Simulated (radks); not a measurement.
# Exchange and kinetic functionals tested on atomic densities: Eu, Ge²⁺, Ne³⁺, Li⁺, Nd¹³⁺, Sn²⁺

The task here is to estimate one member of a computed series from the others.

Method: non-relativistic Kohn-Sham, exchange-only PBE, spin-polarised, spherical densities, point nucleus; open shells are filled with parallel spins first. Code: radks (a radial shooting solver on a logarithmic mesh, Libxc functionals) version 1.

**Starting point**

| Quantity | Value |
| --- | --- |
| species | Eu ([Xe] 4f7 6s2), Ge²⁺ ([Ar] 3d10 4s2), Ne³⁺ ([He] 2s2 2p3), Li⁺ ([He]), Nd¹³⁺ ([Kr] 4d10 5s1), Sn²⁺ ([Kr] 4d10 5s2) |

Set-up of the first run:

The run's settings:

```text
Z 63
configuration [Xe] 4f7 6s2
relativity non-relativistic
functional pbe,
spin polarised
nucleus point
```

Steps of the session up to this table: Eu, [Xe] 4f7 6s2.

One of the session's tables, all rows but one given; the rest of the session is left out.

It belongs to the step «Eu, [Xe] 4f7 6s2». From the orbitals of this run (lengths in bohr):

| level | <r> | outermost maximum (interpolated) | 90 % within | nodes |
| --- | --- | --- | --- | --- |
| 5s up | 1.465 | 1.31 | 2.11 | 4 |
| 5s down | 1.499 | 1.33 | 2.17 | 4 |
| 5p up | 1.661 | 1.43 | 2.44 | 3 |
| 5p down | ? | ? | ? | ? |
| 4f up | 0.8975 | 0.580 | 1.55 | 0 |
| 6s up | 4.564 | 3.79 | 6.84 | 5 |
| 6s down | 4.760 | 3.95 | 7.14 | 5 |
| 4f down | 1.000 | 0.584 | 1.79 | 0 |

**Question.** Estimate the row for 5p down.

**Answer.** <r>: 1.715; outermost maximum (interpolated): 1.47; 90 % within: 2.53; nodes: 3. In the column «<r>» it lies between 5p up (1.661) and 6s up (4.564).
